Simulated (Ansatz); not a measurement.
# TlBi2: response to a stretch of c alone

A series on TlBi2: a stretch of c alone, -4.5 to +4.5 %; the rest of the cell is held and the atoms relax. Wanted: energy, stress and any gap along the series.

Program: Ansatz 0.2.0. Level of theory: DFT PBEsol, scalar-relativistic, plane waves, PAW. These are calculated values, not measurements.

2 further runs of the same task are left out: 2 set aside as unsound or not needed.

**1. The system as given**

It takes space group P6/mmm (No. 191, hexagonal). The conventional cell has a = 5.650 Å, b = 5.650 Å, c = 3.321 Å, α = 90.00°, β = 90.00°, γ = 120.00°. Tl (site symmetry 6/mmm) is surrounded by 2 Tl at 3.32 Å and 12 Bi at 3.66 Å. Bi (site symmetry -6m2) is surrounded by 5 Bi at 3.26 to 3.32 Å and 6 Tl at 3.66 Å.

Coordinates:

```cif
data_structure
_symmetry_space_group_name_H-M 'P 1'
_symmetry_Int_Tables_number 1
_cell_length_a 5.6502
_cell_length_b 5.6502
_cell_length_c 3.3212
_cell_angle_alpha 90.000
_cell_angle_beta 90.000
_cell_angle_gamma 120.000
_cell_volume 91.83
loop_
_atom_site_label
_atom_site_type_symbol
_atom_site_fract_x
_atom_site_fract_y
_atom_site_fract_z
_atom_site_occupancy
Tl1 Tl 0.00000 0.00000 0.00000 1
Bi1 Bi 0.66667 0.33333 0.50000 1
Bi2 Bi 0.33333 0.66667 0.50000 1
```

It goes back to an entry of the Materials Project.

This cell was relaxed beforehand with the same method: volume 30.61 Å³/atom, gap on the mesh none (metal).

The unstrained cell comes from an earlier run at this level (3 atoms, E(σ→0) -35779.7706 eV, gap none (metal)).

**2. At -1.5 %**

input.yaml

```yaml
crystal:
  lattice:
    - [5.6502370084, 0.0, 0.0]
    - [-2.8251185042, 4.8932487867, 0.0]
    - [0.0, 0.0, 3.2714309211]
  atoms:
    - { symbol: Tl, position: [0.0, 0.0, 0.0] }
    - { symbol: Bi, position: [0.6666666667, 0.3333333333, 0.5] }
    - { symbol: Bi, position: [0.3333333333, 0.6666666667, 0.5] }
basis:
  ecutwfc: 420
kpoints:
  mp_grid: { grid: [9, 9, 12] }
hamiltonian:
  xc: pbesol
scf:
  occupations: { method: gaussian, width: 0.1 }
output:
  forces: true
  stress: true
  eigenvalues: true
```

The session goes on with these runs: the cell strained by +1.5 %; the cell strained by -3.0 %; the cell strained by +3.0 %; At -4.5 %; strain +4.5 %.

What does the calculation give?

As calculated:

| quantity | value |
| --- | --- |
| largest energy cost | 19.6 meV/atom at -4.5 % |

One stiffness does not describe the range: the innermost pair gives (1/V) d²E/dε² = 80 GPa and a cubic fit over all points 92 GPa. Compression by 4.5 % costs 19.6 meV/atom and stretching 15.6. Spin-orbit coupling is left out for Bi, Tl.
